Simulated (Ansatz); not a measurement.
# C2H7FSi2: the cost of one run

Computed with Ansatz 0.2.0, driven from Python. Level of theory: MP2/6-31G*.

## 1. The system

Bond lengths: C1–C2 1.313 Å, C2–Si3 1.822 Å, C2–Si4 1.866 Å, Si4–F5 1.639 Å, C1–H6 1.168 Å, C1–H7 1.058 Å, Si3–H8 1.455 Å, Si3–H9 1.523 Å, Si3–H10 1.514 Å, Si4–H11 1.493 Å, Si4–H12 1.430 Å. Angles (14 of 18 angles, heavy atoms first): C1–C2–Si3 123.1°, C1–C2–Si4 129.4°, Si3–C2–Si4 107.5°, C2–Si4–F5 105.4°, C2–C1–H6 118.9°, C2–C1–H7 127.0°, C2–Si3–H8 112.9°, C2–Si3–H9 109.5°, C2–Si3–H10 110.3°, C2–Si4–H11 108.3°, C2–Si4–H12 113.1°, F5–Si4–H11 104.8°, F5–Si4–H12 110.3°, H6–C1–H7 114.1°.

The script holds or builds the structure itself.

## 2. The script

Input file spin.py:

```python
"""Gap between spin states of C2H7FSi2 at one geometry."""

import ansatz


def main() -> None:
    geometry_ang = [
        ("C", (-1.0521, 0.3528, 1.3266)),
        ("C", (-0.2665, 0.0801, 0.3106)),
        ("Si", (0.8755, -1.3389, 0.2904)),
        ("Si", (-0.026, 1.0178, -1.2843)),
        ("F", (-1.1317, 2.2268, -1.2503)),
        ("H", (-1.7693, 1.2712, 1.2537)),
        ("H", (-1.1261, -0.1829, 2.236)),
        ("H", (0.636, -2.2431, -0.824)),
        ("H", (0.7933, -2.0762, 1.6202)),
        ("H", (2.3076, -0.8588, 0.1932)),
        ("H", (-0.4553, 0.1402, -2.4132)),
        ("H", (1.2916, 1.5558, -1.4248)),
    ]
    mol = ansatz.Crystal.molecule()
    for symbol, xyz in geometry_ang:
        mol = mol.atom(symbol, xyz)

    calc = mol.calculation()
    calc = calc.basis(gaussian="6-31G*")
    calc = calc.correlation("MP2")
    found = {}
    for unpaired in [0, 2]:
        summary = calc.spin("collinear", total=unpaired).run(threads=1).report
        s = unpaired / 2
        found[unpaired] = summary["free_energy_ev"]
        print(f"2S+1 = {unpaired + 1}: E = {found[unpaired]:.5f} eV, <S^2> = {abs(summary['mean_field']['state']['spin_squared']):.3f} (pure state {s * (s + 1):.2f})")
    lowest = min(found, key=found.get)
    for unpaired, e in found.items():
        print(f"multiplicity {unpaired + 1}: {(e - found[lowest]):.3f} eV above the lowest")


if __name__ == "__main__":
    main()
```

## 3. What the engine is handed

The package turns the script's settings into the engine's input (first run):

```yaml
crystal:
  periodic: [false, false, false]
  atoms:
    - { symbol: C, position_ang: [-1.0521, 0.3528, 1.3266] }
    - { symbol: C, position_ang: [-0.2665, 0.0801, 0.3106] }
    - { symbol: Si, position_ang: [0.8755, -1.3389, 0.2904] }
    - { symbol: Si, position_ang: [-0.026, 1.0178, -1.2843] }
    - { symbol: F, position_ang: [-1.1317, 2.2268, -1.2503] }
    - { symbol: H, position_ang: [-1.7693, 1.2712, 1.2537] }
    - { symbol: H, position_ang: [-1.1261, -0.1829, 2.236] }
    - { symbol: H, position_ang: [0.636, -2.2431, -0.824] }
    - { symbol: H, position_ang: [0.7933, -2.0762, 1.6202] }
    - { symbol: H, position_ang: [2.3076, -0.8588, 0.1932] }
    - { symbol: H, position_ang: [-0.4553, 0.1402, -2.4132] }
    - { symbol: H, position_ang: [1.2916, 1.5558, -1.4248] }
basis:
  gaussian:
    orbitals: "6-31G*"
magnetization:
  spin_polarized: true
  initial_magnetization: 0.0
correlation:
  method: mp2
```

## 4. Running it

Started as:

```bash
$ python spin.py
```

What time and memory should one allow on 1 thread of Intel Xeon Platinum 8375C at 2.90GHz (Ice Lake), shared host?

About 14 s, with a peak of 0.36 GiB.
